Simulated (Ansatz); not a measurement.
VCrC2 in Ansatz: the effect of starting spin order

VCrC2:

```
Cr V C
1.0
     1.46063    0.84330    4.73939
    -1.46063    0.84330    4.73939
     0.00000   -1.68659    4.73939
Cr V C
1 1 2
Direct
  0.50000 0.50000 0.50000
  0.00000 0.00000 0.00000
  0.24876 0.24876 0.24876
  0.75124 0.75124 0.75124
```

The cell comes from a database or a generator and needn't be the stable form of this composition.

Alike in all runs:

| Quantity | Value |
| --- | --- |
| Program | Ansatz 0.2.0 |
| Task | single point |
| Functional | PBE |
| Potentials or basis | Ansatz PAW |
| Cutoff | 420 eV (not typed: the program's choice for these potentials) |
| Occupations | fermi-dirac, width 0.05 eV |

| starting spin order | k mesh | spin | starting moments | energy over the lowest run (meV/atom) | final net moment (μB) | final largest site moment (μB) |
| --- | --- | --- | --- | --- | --- | --- |
| spin off | 11 × 11 × 11 | no spin polarisation | - | 2.1 | 0.00 | 0.00 |
| fm | 11 × 11 × 11 | collinear spin, ferromagnetic start | [3.0, 2.0, 0.0, 0.0] μB | 0.9 | 1.09 | 1.05 |
| afm | 11 × 11 × 11 | collinear spin, antiferromagnetic start | [3.0, -2.0, 0.0, 0.0] μB | 0.9 | 1.09 | 1.05 |
| ferri | 11 × 11 × 11 | collinear spin, ferrimagnetic start | [3.0, -1.0, 0.0, 0.0] μB | 0.9 | 1.09 | 1.05 |
| random | 11 × 11 × 11 | collinear spin, random start | [-0.71, 1.77, 0.0, 0.0] μB | ? | ? | ? |
| noncollinear | 8 × 8 × 8 | non-collinear spin, random start | [[0.335, -0.28, -0.56], [-1.465, -0.992, 0.045], [-0.0, -0.0, 0.0], [-0.0, -0.0, 0.0]] μB | 0.0 | 0.00 | 0.00 |

**Question.** What does the run with starting spin order random give?

**Answer.** Energy over the lowest run 0.9 meV/atom; final net moment -1.09 μB; final largest site moment 1.05 μB.

Caveats: the starting moments weren't kept (some runs).
